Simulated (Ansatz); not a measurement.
**CH9GeN3O: basis-set convergence**

How large a basis does CH9GeN3O need? Two functionals are run in growing sets.

Computed with Ansatz 0.2.0, Gaussian basis. Level: one geometry, several basis sets.

Levels to be run: PBE0-D4/def2-SVP; ωB97M-V/def2-SVP; PBE0-D4/def2-QZVPP; ωB97M-V/def2-QZVPP; the functionals' def2-TZVPP values are taken from earlier runs.

### Step 1. The geometry

An earlier PBE0-D4 in a triple-zeta def2 set relaxation fixed the geometry.

SMILES `C[O][Ge]([NH2])([NH2])[NH2]`, 15 atoms, charge 0, spin multiplicity 1.

Atoms are counted from 1 here; the program's logs count them from 0.

Bond lengths: C1–O2 1.407 Å, C1–H7 1.093 Å, C1–H8 1.096 Å, C1–H9 1.098 Å, O2–Ge3 1.778 Å, Ge3–N4 1.825 Å, Ge3–N5 1.819 Å, Ge3–N6 1.825 Å, N4–H10 1.010 Å, N4–H11 1.010 Å, N5–H12 1.009 Å, N5–H13 1.010 Å, N6–H14 1.009 Å, N6–H15 1.010 Å. Angles: O2–C1–H7 108.1°, O2–C1–H8 112.2°, O2–C1–H9 111.8°, H7–C1–H8 108.5°, H7–C1–H9 108.0°, H8–C1–H9 108.1°, C1–O2–Ge3 119.6°, O2–Ge3–N4 106.8°, O2–Ge3–N5 100.6°, O2–Ge3–N6 117.6°, N4–Ge3–N5 118.1°, N4–Ge3–N6 103.2°, N5–Ge3–N6 111.2°, Ge3–N4–H10 114.0°, Ge3–N4–H11 113.6°, H10–N4–H11 108.8°, Ge3–N5–H12 115.8°, Ge3–N5–H13 113.5° and more.

### Step 2. PBE0-D4 in def2-SVP

File in.yaml:

```yaml
crystal:
  periodic: [false, false, false]
  atoms:
    - {symbol: C, position_ang: [-0.302329, -1.683780, 1.389224]}
    - {symbol: O, position_ang: [0.570654, -0.620212, 1.096891]}
    - {symbol: Ge, position_ang: [0.236932, 0.433437, -0.295726]}
    - {symbol: N, position_ang: [0.064102, -0.655256, -1.749764]}
    - {symbol: N, position_ang: [1.672536, 1.548325, -0.224734]}
    - {symbol: N, position_ang: [-1.328401, 1.371253, -0.289830]}
    - {symbol: H, position_ang: [0.148844, -2.286455, 2.181514]}
    - {symbol: H, position_ang: [-0.476474, -2.327806, 0.519360]}
    - {symbol: H, position_ang: [-1.276091, -1.325592, 1.749133]}
    - {symbol: H, position_ang: [0.904333, -1.165183, -1.984334]}
    - {symbol: H, position_ang: [-0.268563, -0.177979, -2.575981]}
    - {symbol: H, position_ang: [1.502480, 2.501265, -0.508451]}
    - {symbol: H, position_ang: [2.155381, 1.526577, 0.661692]}
    - {symbol: H, position_ang: [-1.463821, 1.991876, 0.494441]}
    - {symbol: H, position_ang: [-2.161384, 0.818727, -0.434035]}
basis:
  gaussian: {orbitals: def2-SVP}
hamiltonian: {xc: pbe0, dispersion: d4}
output: {orbitals: {seedname: orbitals}}
```

Run with:

```sh
ansatz run in.yaml --threads 4 --pin off --events-out ev --progress --plain --max-ram 11315MiB
```

After this run come: ωB97M-V in def2-SVP; PBE0-D4 in def2-QZVPP; ωB97M-V in def2-QZVPP.

**Question.** What will the summary of the whole plan be? Wanted: PBE0-D4: double and triple zeta above quadruple; ωB97M-V: double and triple zeta above quadruple.

The runs gave:

| quantity | value |
| --- | --- |
| PBE0-D4: double and triple zeta above quadruple | 18.27, 1.71 eV |
| ωB97M-V: double and triple zeta above quadruple | 18.51, 1.65 eV |

In words: PBE0-D4 gains 16.56 eV from double to triple zeta, then 1.71 eV more. Total energies overstate the basis error of differences, where much of it tends to cancel. The LUMO of ωB97M-V is positive and keeps falling with the basis (2.75 to 1.31 eV): an unbound level that the basis holds in place.
